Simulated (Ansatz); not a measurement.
# CHGeP (triplet): from Hartree-Fock to the top rungs at a displaced geometry (v1), cc-pVDZ

One table from this session's results is given with a row withheld; the runs are named, their logs left out.

Program: Ansatz 0.2.0, Gaussian basis. Level of theory: cc-pVDZ, core rule «outside noble gas», up to 20 orbitals frozen. These are calculated values, not measurements.

To be run: UHF; CCSD(T) on ROHF; BCCD(T) on ROHF; CISD; CCSDT(Q) on ROHF; CCSDT(Q) on UHF.

43 further runs of the same task are left out: 31 that didn't finish, 12 set aside as unsound or not needed.

### The geometry

The geometry is a PBE0/def2-TZVP stationary point (not a proven minimum) with its atoms shifted at random (size 0.040 Å). No spin-orbit coupling is included. The filled d shell of Ge may be among the frozen orbitals whatever the setting's name suggests; the logs give the count.

4 atoms, charge 0, spin multiplicity 3.

Atoms are counted from 1 here; the program's logs count them from 0.

Bond lengths: C1–P2 1.650 Å, P2–Ge3 2.255 Å, Ge3–H4 1.491 Å. Angles: C1–P2–Ge3 114.2°, P2–Ge3–H4 116.1°.

Coordinates:

```csv
atom,x (Å),y (Å),z (Å)
C1,-0.0287,-0.8066,2.3123
P2,-0.0295,0.4802,1.2801
Ge3,0.0185,-0.0858,-0.9022
H4,-0.0843,1.0393,-1.8750
```

The first run:

File in.yaml:

```yaml
crystal:
  periodic: [false, false, false]
  atoms:
    - {symbol: C, position_ang: [-0.028651, -0.806641, 2.312312]}
    - {symbol: P, position_ang: [-0.029485, 0.480189, 1.280144]}
    - {symbol: Ge, position_ang: [0.018479, -0.085800, -0.902168]}
    - {symbol: H, position_ang: [-0.084298, 1.039294, -1.874988]}
basis:
  gaussian: {orbitals: cc-pVDZ}
magnetization: {spin_polarized: true, initial_magnetization: 2}
hamiltonian: {xc: hf}
output: {orbitals: {seedname: orbitals}}
```

On the command line:

```sh
$ ansatz run in.yaml --threads 1 --pin off --events-out ev --progress --plain --max-ram 2393MiB
```

Among the steps run: UHF; CCSD(T) on ROHF; BCCD(T) on ROHF; CISD; CCSDT(Q) on ROHF; CCSDT(Q) on UHF.

One table of the session follows, with a row left open; its other results are not shown here.

```
   method  from RCCSDT(Q) (kcal/mol)
     ROHF                    +219.19
     RMP2                     +38.11
     CISD                     +39.86
    RCCSD                     +14.31
 RCCSD(T)                      +2.36
  BCCD(T)                          ?
   RCCSDT                      +1.10
RCCSDT(Q)                          0
```

**Question.** Estimate the row for BCCD(T).

The run gave: from RCCSDT(Q) (kcal/mol): +2.16. In the column «from RCCSDT(Q) (kcal/mol)» it lies between RCCSDT (+1.10) and RCCSD(T) (+2.36).

Not comparable, so not listed: CCSDT(Q) on UHF (they don't share determinant, frozen orbitals or solution with the rows shown, or repeat one).
